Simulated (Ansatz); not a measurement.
# HfB: the cost of one run

Computed with Ansatz 0.2.0 (DFT PBE, scalar-relativistic, plane waves, PAW, unless a step's input says otherwise).

**1. Starting point**

Symmetry: Fm-3m, No. 225, cubic system. The conventional cell has a = 4.620 Å, b = 4.620 Å, c = 4.620 Å, α = 90.00°, β = 90.00°, γ = 90.00°. Hf (site symmetry m-3m) is surrounded by 6 B at 2.31 Å. B (site symmetry m-3m) is surrounded by 6 Hf at 2.31 Å.

Structure file:

```cif
data_structure
_symmetry_space_group_name_H-M 'Fm-3m'
_symmetry_Int_Tables_number 225
_cell_length_a 4.6200
_cell_length_b 4.6200
_cell_length_c 4.6200
_cell_angle_alpha 90.000
_cell_angle_beta 90.000
_cell_angle_gamma 90.000
_cell_volume 98.61
loop_
_atom_site_label
_atom_site_type_symbol
_atom_site_symmetry_multiplicity
_atom_site_Wyckoff_symbol
_atom_site_fract_x
_atom_site_fract_y
_atom_site_fract_z
_atom_site_occupancy
Hf1 Hf 4 b 0.50000 0.00000 0.00000 1
B1 B 4 a 0.00000 0.00000 0.00000 1
```

The structure comes from the Crystallography Open Database.

**2. The base run**

input.yaml

```yaml
crystal:
  lattice:
    - [0.0, 2.31, 2.31]
    - [2.31, 0.0, 2.31]
    - [2.31, 2.31, 0.0]
  atoms:
    - { symbol: Hf, position: [0.5, 0.5, 0.5] }
    - { symbol: B, position: [0.0, 0.0, 0.0] }
basis:
  ecutwfc: 420
  fft_grid_basis: typed
kpoints:
  mp_grid: { grid: [12, 12, 12] }
hamiltonian:
  xc: pbe
  pseudopotentials: { kind: paw }
scf:
  occupations: { method: gaussian, width: 0.05 }
output:
  forces: true
  stress: true
  eigenvalues: true
  bader: true
  write_density: true
  volumetric_format: npy
  elf: true
```

Launch:

```sh
ansatz run input.yaml --threads 1 --pin off --max-ram 2560MiB --backend cpu --events-out ev --progress --plain --runs-dir out
```

**Question.** How long does this run take on 1 thread of Arm Neoverse V2, shared host, and how much memory does it need?

About 11 s, with a peak of 0.32 GiB.
